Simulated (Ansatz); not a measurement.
# CF2NSi radical: a ladder of functionals and wavefunction methods

One table from this session's results is given with a row withheld; the runs are named, their logs left out.

Program: Ansatz 0.2.0, Gaussian basis. Level of theory: functionals in def2-TZVPP, the program's frozen cores in correlated methods. These are calculated values, not measurements.

Levels to be run: LDA (SPW92), PBE-D4, revPBE-D4, BLYP-D4, r2SCAN-D4, B97M-V, PBE0-D4, B3LYP-D4, r2SCANh-D4, r2SCAN0-D4, HSE06-D4, BHLYP-D4, CAM-B3LYP-D4, LC-ωPBE, ωB97X-V, ωB97M-V, B2PLYP, PBE-QIDH; CCSD(T)/def2-SVP; CCSD(T)/def2-TZVPP; MP2/def2-QZVPP; extrapolation to the limit; RPA on PBE.

## Structure used throughout

The geometry comes from an earlier relaxation with PBE0-D4 in a triple-zeta def2 set; it is a stationary point.

SMILES `N#C[Si](F)F`, 5 atoms, charge 0, spin multiplicity 2.

Atoms are counted from 1 here; the program's logs count them from 0.

Bond lengths: N1–C2 1.153 Å, C2–Si3 1.842 Å, Si3–F4 1.580 Å, Si3–F5 1.580 Å. Angles: N1–C2–Si3 172.4°, C2–Si3–F4 107.6°, C2–Si3–F5 107.6°, F4–Si3–F5 108.8°.

The first run:

File in.yaml:

```yaml
crystal:
  periodic: [false, false, false]
  atoms:
    - {symbol: N, position_ang: [1.426144, -1.103830, 1.364330]}
    - {symbol: C, position_ang: [0.743009, -0.566352, 0.607508]}
    - {symbol: Si, position_ang: [-0.192768, 0.214058, -0.773477]}
    - {symbol: F, position_ang: [-1.655575, -0.382448, -0.757516]}
    - {symbol: F, position_ang: [-0.270910, 1.764872, -0.482344]}
basis:
  gaussian: {orbitals: def2-TZVPP}
magnetization: {spin_polarized: true, initial_magnetization: 1}
hamiltonian: {xc: lda}
output: {orbitals: {seedname: orbitals}}
```

Among the steps run: LDA; PBE-D4 (GGA); revPBE-D4 (GGA); BLYP-D4 (GGA); r2SCAN-D4 (meta-GGA); B97M-V (meta-GGA); PBE0-D4 (hybrid); B3LYP-D4 (hybrid); r2SCANh-D4 (hybrid); r2SCAN0-D4 (hybrid); HSE06-D4 (hybrid); BHLYP-D4 (hybrid); CAM-B3LYP-D4 (range-separated); LC-ωPBE-D4 (range-separated; the results give it without D4); ωB97X-V (range-separated); ωB97M-V (range-separated); B2PLYP (double hybrid); PBE-QIDH (double hybrid).

One table of the session follows, with a row left open; its other results are not shown here.

It belongs to the step «Orbital energies across the functionals». 

| functional | HOMO (eV) | LUMO (eV) | gap (eV) |
| --- | --- | --- | --- |
| LDA (SPW92) | -6.67 | -5.20 | 1.47 |
| PBE-D4 | -6.65 | -4.70 | 1.96 |
| revPBE-D4 | -6.62 | -4.50 | 2.12 |
| BLYP-D4 | -6.47 | -4.76 | 1.71 |
| r2SCAN-D4 | -7.09 | -4.23 | 2.86 |
| B97M-V | -6.68 | -5.00 | 1.68 |
| PBE0-D4 | -8.03 | -3.77 | 4.25 |
| B3LYP-D4 | -7.73 | -4.22 | 3.52 |
| r2SCANh-D4 | ? | ? | ? |
| r2SCAN0-D4 | -8.33 | -3.51 | 4.82 |
| HSE06-D4 | -7.62 | -4.16 | 3.46 |
| BHLYP-D4 | -9.24 | -3.03 | 6.21 |
| CAM-B3LYP-D4 | -9.34 | -2.93 | 6.41 |
| LC-ωPBE | -10.79 | -1.36 | 9.43 |
| ωB97X-V | -10.24 | -1.98 | 8.25 |
| ωB97M-V | -9.82 | -2.13 | 7.69 |

**Question.** Estimate the row for r2SCANh-D4.

Worked estimate for «HOMO (eV)». Against the share of exact exchange, r2SCAN-D4 (0, -7.09), r2SCAN0-D4 (0.25, -8.33) give a slope of -4.96 per unit share; at 0.1 the line stands at -7.59.

**Answer.** HOMO (eV): -7.58; LUMO (eV): -3.94; gap (eV): 3.65. In «HOMO (eV)» the line misses by -0.01.
